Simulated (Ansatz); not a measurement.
## BrH (charge -1): a test of scalar relativity

Computed with Ansatz's Python interface.

`x2c.py`:
```python
"""BrH(-) with and without the spin-free two-component Hamiltonian."""

import warnings

import ansatz as az
import numpy as np

warnings.simplefilter("ignore", az.DeckWarning)

geometry_ang = [
    ("H", (0.0, 0.0, 0.0)),
    ("Br", (0.0, 0.0, 1.535)),
]
mol = az.Crystal.molecule()
for symbol, xyz in geometry_ang:
    mol = mol.atom(symbol, xyz)

model = mol.calculation()
model = model.functional("pbe", dispersion="d4").charge(-1)
model = model.spin("collinear", total=1)
model = model.forces()
# a set contracted for a scalar-relativistic Hamiltonian goes with the relativistic run
sets = {"none": "cc-pVTZ", "scalar": "cc-pVTZ-DK"}
found = {kind: model.basis(gaussian=basis).pseudopotentials(relativity=kind).run().report for kind, basis in sets.items()}
for kind, each in found.items():
    dipole = 4.803205 * np.linalg.norm(each["charge_distribution"]["dipole_moment_e_ang"])
    print(f"{kind:7s} E = {each['free_energy_ev']:.4f} eV  dipole {dipole:.3f} D  largest force component {np.abs(each['forces_ev_ang']).max():.4f} eV/A")
print(f"relativity lowers the total energy by {found['none']['free_energy_ev'] - found['scalar']['free_energy_ev']:.3f} eV")
```

Running `python x2c.py` prints:
```text
none    E = -70052.1448 eV  dipole 2.381 D  largest force component 3.6295 eV/A
scalar  E = -70926.1449 eV  dipole 2.374 D  largest force component 3.5464 eV/A
relativity lowers the total energy by 874.000 eV
```

Caveats:
- The settings weren't tested for convergence.
- The geometry is a force-field or estimated start, not a minimum of this method. The basis set changes with the Hamiltonian (a set recontracted for scalar relativity), and most of the change in the total lies in the cores.
- The species is open-shell (spin multiplicity 2).
- An ion's dipole depends on the origin; the program takes it about the centre of nuclear charge.
- Anions want diffuse functions, which this basis lacks.
- Run time: 2.1 s on 1 thread of Arm Neoverse V2, on a shared host, peak memory 0.17 GiB.
